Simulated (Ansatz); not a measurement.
# C2H6F2O2Si: one species, many methods

One table from this session's results is given with a row withheld; the runs are named, their logs left out.

Computed with Ansatz 0.2.0, Gaussian basis. Level: functionals in def2-TZVPP, the program's frozen cores in correlated methods.

Plan: LDA (SPW92), PBE-D4, revPBE-D4, BLYP-D4, r2SCAN-D4, B97M-V, PBE0-D4, B3LYP-D4, r2SCANh-D4, r2SCAN0-D4, HSE06-D4, BHLYP-D4, CAM-B3LYP-D4, LC-ωPBE, ωB97X-V, ωB97M-V, B2PLYP, PBE-QIDH; CCSD(T)/def2-SVP; MP2/def2-TZVPP; MP2/def2-QZVPP; RPA on PBE.

## Structure used throughout

The geometry comes from an earlier relaxation with PBE0-D4 in a triple-zeta def2 set; it is a stationary point, not always the lowest conformer.

13 atoms, charge 0, spin multiplicity 1.

Atoms are counted from 1 here; the program's logs count them from 0.

Bond lengths: C1–O2 1.414 Å, C1–H8 1.094 Å, C1–H9 1.090 Å, C1–H10 1.093 Å, O2–Si3 1.609 Å, Si3–F4 1.576 Å, Si3–F5 1.585 Å, Si3–O6 1.602 Å, O6–C7 1.414 Å, C7–H11 1.094 Å, C7–H12 1.090 Å, C7–H13 1.093 Å. Angles: O2–C1–H8 111.3°, O2–C1–H9 107.9°, O2–C1–H10 110.8°, H8–C1–H9 108.9°, H8–C1–H10 109.1°, H9–C1–H10 108.8°, C1–O2–Si3 126.4°, O2–Si3–F4 112.0°, O2–Si3–F5 109.1°, O2–Si3–O6 110.4°, F4–Si3–F5 105.8°, F4–Si3–O6 107.5°, F5–Si3–O6 112.0°, Si3–O6–C7 126.1°, O6–C7–H11 110.8°, O6–C7–H12 107.8°, O6–C7–H13 111.1°, H11–C7–H12 108.8° and more.

As a file:

```mol
C2H6F2O2Si
  3D, bonds by distance, orders not assigned

 13 12  0  0  0  0  0  0  0  0999 V2000
   -1.8969   -0.2286    1.2745 C   0  0
   -0.9859   -0.0860    0.2019 O   0  0
    0.2823    0.9032    0.1527 Si  0  0
   -0.1506    2.4182    0.1096 F   0  0
    1.1255    0.7328    1.4842 F   0  0
    1.1621    0.6171   -1.1551 O   0  0
    1.6322   -0.6461   -1.5831 C   0  0
   -1.3733   -0.3873    2.2214 H   0  0
   -2.5246   -1.0959    1.0688 H   0  0
   -2.5349    0.6551    1.3619 H   0  0
    2.4224   -1.0117   -0.9214 H   0  0
    2.0410   -0.5272   -2.5867 H   0  0
    0.8212   -1.3786   -1.6139 H   0  0
  1  2  8  0
  2  3  8  0
  3  4  8  0
  3  5  8  0
  3  6  8  0
  6  7  8  0
  1  8  8  0
  1  9  8  0
  1 10  8  0
  7 11  8  0
  7 12  8  0
  7 13  8  0
M  END
```

The first run:

in.yaml

```yaml
crystal:
  periodic: [false, false, false]
  atoms:
    - {symbol: C, position_ang: [-1.896929, -0.228570, 1.274498]}
    - {symbol: O, position_ang: [-0.985949, -0.085980, 0.201910]}
    - {symbol: Si, position_ang: [0.282316, 0.903168, 0.152745]}
    - {symbol: F, position_ang: [-0.150570, 2.418210, 0.109645]}
    - {symbol: F, position_ang: [1.125487, 0.732822, 1.484161]}
    - {symbol: O, position_ang: [1.162127, 0.617143, -1.155130]}
    - {symbol: C, position_ang: [1.632242, -0.646086, -1.583132]}
    - {symbol: H, position_ang: [-1.373295, -0.387298, 2.221429]}
    - {symbol: H, position_ang: [-2.524635, -1.095888, 1.068823]}
    - {symbol: H, position_ang: [-2.534924, 0.655063, 1.361858]}
    - {symbol: H, position_ang: [2.422408, -1.011662, -0.921387]}
    - {symbol: H, position_ang: [2.041008, -0.527186, -2.586659]}
    - {symbol: H, position_ang: [0.821215, -1.378634, -1.613861]}
basis:
  gaussian: {orbitals: def2-TZVPP}
hamiltonian: {xc: lda}
output: {orbitals: {seedname: orbitals}}
```

Started as:

```sh
$ ansatz run in.yaml --threads 4 --pin off --events-out ev --progress --plain --max-ram 11315MiB
```

Steps of the session up to this table: LDA; PBE-D4 (GGA); revPBE-D4 (GGA); BLYP-D4 (GGA); r2SCAN-D4 (meta-GGA); B97M-V (meta-GGA); PBE0-D4 (hybrid); B3LYP-D4 (hybrid); r2SCANh-D4 (hybrid); r2SCAN0-D4 (hybrid); HSE06-D4 (hybrid); BHLYP-D4 (hybrid); CAM-B3LYP-D4 (range-separated); LC-ωPBE (range-separated); ωB97X-V (range-separated); ωB97M-V (range-separated); B2PLYP (double hybrid); PBE-QIDH (double hybrid).

One of the session's tables, all rows but one given; the rest of the session is left out.

It belongs to the step «Frontier levels by functional». 

| functional | HOMO (eV) | LUMO (eV) | gap (eV) |
| --- | --- | --- | --- |
| LDA (SPW92) | -7.37 | -0.30 | 7.07 |
| PBE-D4 | ? | ? | ? |
| revPBE-D4 | -7.16 | 0.17 | 7.33 |
| BLYP-D4 | -7.13 | 0.05 | 7.18 |
| r2SCAN-D4 | -7.58 | 0.59 | 8.17 |
| B97M-V | -7.70 | 0.27 | 7.97 |
| PBE0-D4 | -8.88 | 0.97 | 9.84 |
| B3LYP-D4 | -8.62 | 0.62 | 9.24 |
| r2SCANh-D4 | -8.20 | 0.90 | 9.10 |
| r2SCAN0-D4 | -9.13 | 1.34 | 10.47 |
| HSE06-D4 | -8.47 | 0.59 | 9.06 |
| BHLYP-D4 | -10.47 | 1.69 | 12.17 |
| CAM-B3LYP-D4 | -10.36 | 1.80 | 12.16 |
| LC-ωPBE | -11.72 | 3.20 | 14.92 |
| ωB97X-V | -11.38 | 2.95 | 14.33 |
| ωB97M-V | -11.30 | 2.55 | 13.85 |

Estimate the missing values for PBE-D4.

The run gave: HOMO (eV): -7.22; LUMO (eV): 0.01; gap (eV): 7.23. In the column «HOMO (eV)» it lies between LDA (SPW92) (-7.37) and revPBE-D4 (-7.16).
